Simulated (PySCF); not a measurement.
**BeF₃−, a complex of two parts: interaction energy**

The task here is to estimate one member of a computed series from the others.

Programs: PySCF 2.14.0. All values are calculated, for the isolated system unless a continuum is named. Atoms count from 0, parts from 1.

## Starting point

4 atoms, charge -1, multiplicity 1; geometry: GFN2-xTB. Parts: 1 = atoms 0–2, `[F][Be][F]`, charge 0; 2 = atom 3, `[F-]`, charge -1.

The first run:

What the job is given:

```
{"job": {"xc": "PBE0", "basis": "def2-TZVPD", "d3": "d3bj", "grid": 3, "kind": "geom", "shake": 0.01}, "charge": -1, "multiplicity": 1, "parts": [{"atoms": "0-2", "charge": 0, "multiplicity": 1}, {"atoms": "3-3", "charge": -1, "multiplicity": 1}]}
F     -0.217876     1.192577    -0.056092
Be     0.365177    -0.053430     0.360262
F     -0.080412    -1.313212    -0.259351
F      1.444227    -0.051846     1.394594
```

On the command line:

```sh
OMP_NUM_THREADS=1 python cluster_run.py task.json out
```

This one command runs all jobs of the session in turn.

Steps of the session up to this table: Relaxing the molecule at PBE0-D3(BJ)/def2-TZVPD; Coupled-cluster interaction energy: CCSD(T) and MP2, 1.48 Å; Coupled-cluster interaction energy: CCSD(T) and MP2, 1.55 Å; Coupled-cluster interaction energy: CCSD(T) and MP2, 1.62 Å; Coupled-cluster interaction energy: CCSD(T) and MP2, 1.40 Å; Coupled-cluster interaction energy: CCSD(T) and MP2, 1.84 Å; Coupled-cluster interaction energy: CCSD(T) and MP2, 1.33 Å; Coupled-cluster interaction energy: CCSD(T) and MP2, 2.21 Å; Coupled-cluster interaction energy: CCSD(T) and MP2, 2.95 Å.

One of the session's tables, all rows but one given; the rest of the session is left out.

It belongs to the step «Coupled-cluster interaction energy: CCSD(T) and MP2, 2.95 Å». 

```
                 method  interaction energy (kcal/mol)
         HF/aug-cc-pVDZ                         -41.68
        MP2/aug-cc-pVDZ                         -40.53
       CCSD/aug-cc-pVDZ                         -40.82
    CCSD(T)/aug-cc-pVDZ                         -40.83
         HF/aug-cc-pVQZ                         -41.71
        MP2/aug-cc-pVQZ                         -40.72
    SCS-MP2/aug-cc-pVQZ                         -40.72
      MP2, extrapolated                              ?
CCSD(T), limit estimate                         -41.05
```

Estimate the missing values for MP2, extrapolated.

As computed: interaction energy (kcal/mol): -40.75. In the column «interaction energy (kcal/mol)» it lies between CCSD/aug-cc-pVDZ (-40.82) and MP2/aug-cc-pVQZ (-40.72).

Caveats from the session: At 2.95 Å a test (T1, the size of the triples or of CCSD(T) less MP2, charge moved between the parts) flags the run, so its CCSD(T) estimate is not taken as a benchmark.
